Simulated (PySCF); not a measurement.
# C3H8BOP: the cost of one run

Programs: PySCF 2.14.0, with density-fitted response routines of our own. Each step states its level of theory. These are calculated values for one molecule in the gas phase, unless marked as measured. Atoms are numbered from 0 throughout.

## (1) The molecule as given

14 atoms, charge 0, multiplicity 1; geometry from: PBE0-D3(BJ)/def2-SVP.

Bonds of the start (Å): C0–C1 1.35, C1–B2 1.55, B2–P3 1.88, C1–O4 1.36, O4–C5 1.40, C0–H6 1.09, C0–H7 1.09, B2–H8 1.21, P3–H9 1.42, P3–H10 1.42, C5–H11 1.10, C5–H12 1.11, C5–H13 1.11.

## (2) NMR shieldings: PBE0/6-31G*

The job: settings as JSON, then the geometry in Å.

```
{"job": {"kind": "nmr", "xc": "PBE0", "basis": "6-31G*", "pop": true}, "charge": 0, "multiplicity": 1}
C      0.670988    -1.208975    -1.076890
C     -0.019684    -0.270224    -0.388977
B     -1.565239    -0.183132    -0.516226
P     -2.539268     1.135962     0.398227
O      0.535019     0.618914     0.470310
C      1.921456     0.595225     0.650383
H      0.124588    -1.865536    -1.754112
H      1.750696    -1.358548    -0.999560
H     -2.130744    -0.886085    -1.318200
H     -1.909364     1.161288     1.669058
H     -3.734431     0.445243     0.732340
H      2.168050     1.397791     1.357154
H      2.458373     0.772891    -0.299293
H      2.261981    -0.370020     1.067864
```

With the program's defaults for keys left out, this is: GIAO PBE0/6-31G* NMR shielding, non-relativistic, gas phase.

On the command line:

```
> OMP_NUM_THREADS=1 python probes_run.py task.json out
```

One launch serves the whole session: the jobs run in the order shown.

**Question.** How long does this first job take on 1 thread of Intel Xeon 6975P-C, shared host, and how much memory does it need?

About 7 s, with a peak of 0.6 GiB.
